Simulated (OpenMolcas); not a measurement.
# Ir⁴⁺ among point charges: CASSCF and CASPT2 levels and susceptibility

How does a field of 6 point charges split the states of Ir⁴⁺, and what χT follows?

Program: OpenMolcas 26.06. Level of theory: state-averaged CASSCF and CASPT2, spin-orbit coupling by RASSI with atomic mean-field integrals. These are calculated values, not measurements, unless marked.

### 1 What is computed

```
Species                           : Ir⁴⁺ (iridium, Z = 77, 73 electrons)
Basis                             : ANO-RCC-VDZP [7s6p4d2f], 59 functions
Scalar Hamiltonian                : DKH2, point nucleus
Inactive shells                   : 1s 2s 2p 3s 3p 3d 4s 4p 4d 4f 5s 5p
Active space                      : 5 electrons in 5 orbitals (5d)
Some configurations of this space : 5d5
Orbitals                          : optimised for each spin and parity, averaged over all roots
```

Outer shells as boxes (Hund's rule):

5d5
```
5d [↑ ][↑ ][↑ ][↑ ][↑ ]
```

The ion sits among 6 point charges of -1.7 e arranged as a tetragonal octahedron (D4h), 2.05 Å from the ion, with the axial distance 1.660 Å.

The work runs as a chain of OpenMolcas steps in one folder; each step below is one input file. Labels, J, g values, rates, χT and fits are worked out afterwards by a script from the matrices that RASSI stores. The input lists half of the charges; inversion (Group=XYZ) makes the rest.

### 2 GATEWAY and SEWARD: basis and integrals

File a.inp:

```
&GATEWAY
Coord
1

Ir 0.0 0.0 0.0
Basis=ANO-RCC-VDZP
Group=XYZ
NoMove
AngMom=0.0 0.0 0.0
AMFI
XField
3 Angstrom 0
2.050000 0.000000 0.000000 -1.700000
0.000000 2.050000 0.000000 -1.700000
0.000000 0.000000 1.660500 -1.700000
&SEWARD
```

Started as:

```bash
$ OMP_NUM_THREADS=1 MOLCAS_MEM=1689 MOLCAS_PROJECT=a pymolcas a.inp > a.log
```

### 3 CASSCF: sextets of even parity, 1 root

File a.inp:

```
&RASSCF
FileOrb=start.orb
Symmetry=1
Spin=6
nActEl=5 0 0
Inactive=15 19
Ras2=5 0
CIRoot=1 1 1
SDav=1
CIMx=300
Iter=120 100
PrWF=0.3
OrbListing=Nothing
MaxOrb=0
>>> COPY $Project.JobIph JOB001
```

start.orb holds the contracted functions of the basis, ordered by shell, or the orbitals of the step before.

### 4 Reference wave functions, quartets of even parity, 24 roots

File a.inp:

```
&RASSCF
FileOrb=start.orb
Symmetry=1
Spin=4
nActEl=5 0 0
Inactive=15 19
Ras2=5 0
CIRoot=24 24 1
SDav=24
CIMx=300
Iter=120 100
PrWF=0.3
OrbListing=Nothing
MaxOrb=0
>>> COPY $Project.JobIph JOB002
```

### 5 Reference wave functions, doublets of even parity, 75 roots

File a.inp:

```
&RASSCF
FileOrb=start.orb
Symmetry=1
Spin=2
nActEl=5 0 0
Inactive=15 19
Ras2=5 0
CIRoot=75 75 1
SDav=75
CIMx=300
Iter=120 100
PrWF=0.3
OrbListing=Nothing
MaxOrb=0
>>> COPY $Project.JobIph JOB003
```

### 6 State interaction with spin-orbit coupling

File a.inp:

```
&RASSI
NrOfJobIphs=3 1 24 75
1
1 2 3 4 5 6 7 8 9 10 11 12 13 14 15 16 17 18 19 20 21 22 23 24
1 2 3 4 5 6 7 8 9 10 11 12 13 14 15 16 17 18 19 20 21 22 23 24 25 26 27
28 29 30 31 32 33 34 35 36 37 38 39 40 41 42 43 44 45 46 47 48 49 50 51
52 53 54 55 56 57 58 59 60 61 62 63 64 65 66 67 68 69 70 71 72 73 74 75
IphNames
JOB001
JOB002
JOB003
EJob
SpinOrbit
DIPRint=1.0
SOCoupling=1000.0
Subsets=2
Property=9
'ANGMOM' 1 'ANGMOM' 2 'ANGMOM' 3 'MLTPL  1' 1 'MLTPL  1' 2 'MLTPL  1' 3
'AMFI' 1 'AMFI' 2 'AMFI' 3
SOProperty=3
'ANGMOM' 1 'ANGMOM' 2 'ANGMOM' 3
```

### 7 CASPT2: IPEA 0.25, imaginary shift 0.1 (closed shells correlated: 5s 5p)

File a.inp:

```
>>> COPY JOB001 $Project.JobIph
&CASPT2
Multistate=1 1
Frozen=14 16
IPEA=0.25
Imaginary=0.1
MaxIter=60
WThr=0.0 0.3 0.05
PrWF=0.5
NoMix
>>> COPY JOB002 $Project.JobIph
&CASPT2
Multistate=24 1 2 3 4 5 6 7 8 9 10 11 12 13 14 15 16 17 18 19 20 21 22
23 24
NoMult
Frozen=14 16
IPEA=0.25
Imaginary=0.1
MaxIter=60
WThr=0.0 0.3 0.05
PrWF=0.5
NoMix
>>> COPY JOB003 $Project.JobIph
&CASPT2
Multistate=75 1 2 3 4 5 6 7 8 9 10 11 12 13 14 15 16 17 18 19 20 21 22
23 24 25 26 27 28 29 30 31 32 33 34 35 36 37 38 39 40 41 42 43 44 45 46
47 48 49 50 51 52 53 54 55 56 57 58 59 60 61 62 63 64 65 66 67 68 69 70
71 72 73 74 75
NoMult
Frozen=14 16
IPEA=0.25
Imaginary=0.1
MaxIter=60
WThr=0.0 0.3 0.05
PrWF=0.5
NoMix
```

(Steps that only read results are left out.)

Before running it: what results should come out? Wanted: spin-free ground state; lowest level; next level.

**Answer**, as computed:

| quantity | value |
| --- | --- |
| method | SS-CASPT2, IPEA 0.25, imaginary shift 0.1 (closed shells correlated: 5s 5p) |
| spin-free ground state | 6A1, 1-fold in its orbital part |
| lowest level | 2-fold E3/2, g = 1.59, 1.59, 8.57 |
| next level | 498.7 cm⁻¹ |
| χT at 300 K | 3.25 cm³ K/mol |
| effective moment at 300 K | 5.10 μB |

Cost by method:

| method | time of its own steps | time with the reference |
| --- | --- | --- |
| A. CASSCF | 26 s | 26 s |
| B. SS-CASPT2, IPEA 0.25, imaginary shift 0.1, +5s 5p | 8.4 s | 34 s |

Times are of one thread on a shared host.

In words: The spin-free ground state (6A1) comes to 100 % from free-ion S terms and keeps the highest spin of the shell. χT at 300 K is 3.25, against 4.39 cm³ K/mol for the spin alone, so spin-orbit coupling lowers it. An active space of the d shell alone favours high spin; real ions in strong fields can be low spin. The field of point charges can differ much from that of real complexes. With metal d orbitals alone active, the gaps between spin states are rough; where two lie within a few thousand cm-1, their order is open. Point charges carry no covalency, so the field is a model and not that of real ligands.
